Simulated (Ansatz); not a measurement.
# Cl2H5NSi2: the cost of one run

The runs use Ansatz 0.2.0, Gaussian basis; the settings change from run to run.

## 1. The geometry

The structure was relaxed beforehand with PBE0-D4 in a triple-zeta def2 set.

SMILES `N[Si]([SiH3])(Cl)Cl`, 10 atoms, charge 0, spin multiplicity 1.

Atoms are counted from 1 here; the program's logs count them from 0.

Bond lengths: N1–Si2 1.698 Å, N1–H6 1.008 Å, N1–H7 1.008 Å, Si2–Si3 2.331 Å, Si2–Cl4 2.052 Å, Si2–Cl5 2.069 Å, Si3–H8 1.485 Å, Si3–H9 1.488 Å, Si3–H10 1.484 Å. Angles: Si2–N1–H6 120.1°, Si2–N1–H7 120.1°, H6–N1–H7 111.8°, N1–Si2–Si3 112.0°, N1–Si2–Cl4 105.9°, N1–Si2–Cl5 113.9°, Si3–Si2–Cl4 111.4°, Si3–Si2–Cl5 107.0°, Cl4–Si2–Cl5 106.5°, Si2–Si3–H8 110.0°, Si2–Si3–H9 108.7°, Si2–Si3–H10 109.3°, H8–Si3–H9 109.3°, H8–Si3–H10 110.0°, H9–Si3–H10 109.4°.

## 2. wB97X/def2-TZVPD

This run has finite nuclei.

Contents of in.yaml:

```yaml
crystal:
  periodic: [false, false, false]
  atoms:
    - {symbol: N, position_ang: [-1.245469, 1.254507, 0.307806]}
    - {symbol: Si, position_ang: [-0.276170, 0.257267, -0.666867]}
    - {symbol: Si, position_ang: [1.058540, -1.173433, 0.600969]}
    - {symbol: Cl, position_ang: [-1.572904, -0.791956, -1.862841]}
    - {symbol: Cl, position_ang: [0.985046, 1.295503, -1.936888]}
    - {symbol: H, position_ang: [-0.823009, 1.835848, 1.014643]}
    - {symbol: H, position_ang: [-2.080937, 1.673316, -0.070656]}
    - {symbol: H, position_ang: [0.204812, -2.108057, 1.378148]}
    - {symbol: H, position_ang: [1.875965, -0.358002, 1.539850]}
    - {symbol: H, position_ang: [1.957124, -1.936190, -0.301362]}
basis:
  gaussian: {orbitals: def2-TZVPD, nuclear_model: gaussian}
hamiltonian: {xc: {name: wB97X}}
```

Launch:

```console
> ansatz run in.yaml --threads 4 --pin off --events-out ev --progress --plain --max-ram 10444MiB
```

**Question.** How long does this run take on 4 threads of Arm Neoverse V1, shared host, and how much memory does it need?

About 11 s, with a peak of 0.89 GiB.
